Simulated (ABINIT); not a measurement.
Input of an ABINIT 10.8.3 (patched build) run:

File run.abi:

```
# Pseudopotentials
pp_dirpath "./"
pseudos "Si.upf"

# Structure
acell 3.6074588965 3.6074588965 3.6074588965 Angstrom
rprim
    -0.6573525500     0.6573525500     0.3684769329
     0.6573525500    -0.6573525500     0.3684769329
     0.6573525500     0.6573525500    -0.3684769329
ntypat 1
znucl 14
natom 2
typat 1 1
xred
     0.5000000000     0.5000000000     0.0000000000
     0.2500000000     0.7500000000     0.5000000000

# Plane-wave basis
ecut 14.0

# k points
kptopt 1
ngkpt 8 8 8
nshiftk 1
shiftk 0.0 0.0 0.0

# Exchange and correlation
ixc -116133

# Bands and occupations
nband 8
occopt 3
tsmear 0.00183747

# SCF cycle
nstep 100
tolvrs 1.0e-10

# Output
iomode 3
prtwf 0
prtden 0
prteig 0
prtebands 0
enunit 1
```

Potentials or basis: PseudoDojo NC SR PBEsol v0.4.1 standard.

The run is started by

```sh
$ abinit run.abi > log 2>&1
```

Q: Predict the band gap on the k mesh.

A: None (metal or under the smearing width).

Q: Estimate the pressure.

A: 0.8 GPa.

Stress tensor (GPa, compression positive):
```
0.62 0.00 0.00
0.00 0.62 0.00
0.00 0.00 1.12
```

Caveat: the cutoff is short for stress, so the pressure is rough.
